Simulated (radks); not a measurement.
# Fractional charge and spin in the 4p shell of rhodium

One table from this session's results is given with a row withheld; the runs are named, their logs left out.

Method: scalar-relativistic Kohn-Sham, PBE, spin-polarised, spherical densities, point nucleus. Code: radks (a radial shooting solver on a logarithmic mesh, Libxc functionals) version 1.

### The atom as given

| Quantity | Value |
| --- | --- |
| element | rhodium (Z = 45) |
| configuration | [Ar] 3d10 4s2 4d(up 3.5, down 3.5) 4p(up 3, down 3) |

A shell typed twice in an input gives spin up, then spin down.

Set-up of the first run:

The run's settings:

```text
Z 45
configuration [Ar] 3d10 4s2 4d3.5 4d3.5 4p3 4p3
relativity scalar-relativistic
functional pbe,pbe
spin polarised
nucleus point
c 137.035999084
```

Among the steps run: 4p: up 3, down 3.

One table of the session follows, with a row left open; its other results are not shown here.

It belongs to the step «4p: up 3, down 3». From the orbitals of this run (lengths in bohr):

| level | <r> | outermost maximum (interpolated) | 90 % within | nodes |
| --- | --- | --- | --- | --- |
| 2s | 0.1419 | 0.120 | 0.219 | 1 |
| 2p | 0.1237 | 0.0958 | 0.201 | 0 |
| 3s | 0.3906 | 0.351 | 0.576 | 2 |
| 3p | 0.3905 | 0.345 | 0.588 | 1 |
| 3d | 0.3704 | 0.291 | 0.588 | 0 |
| 4s | ? | ? | ? | ? |
| 4p | 1.075 | 0.943 | 1.59 | 2 |
| 4d | 1.444 | 1.13 | 2.28 | 1 |

Q: Estimate the row for 4s from the others.

**Answer.** <r>: 0.9777; outermost maximum (interpolated): 0.881; 90 % within: 1.42; nodes: 3. In the column «<r>» it lies between 3s (0.3906) and 4p (1.075).
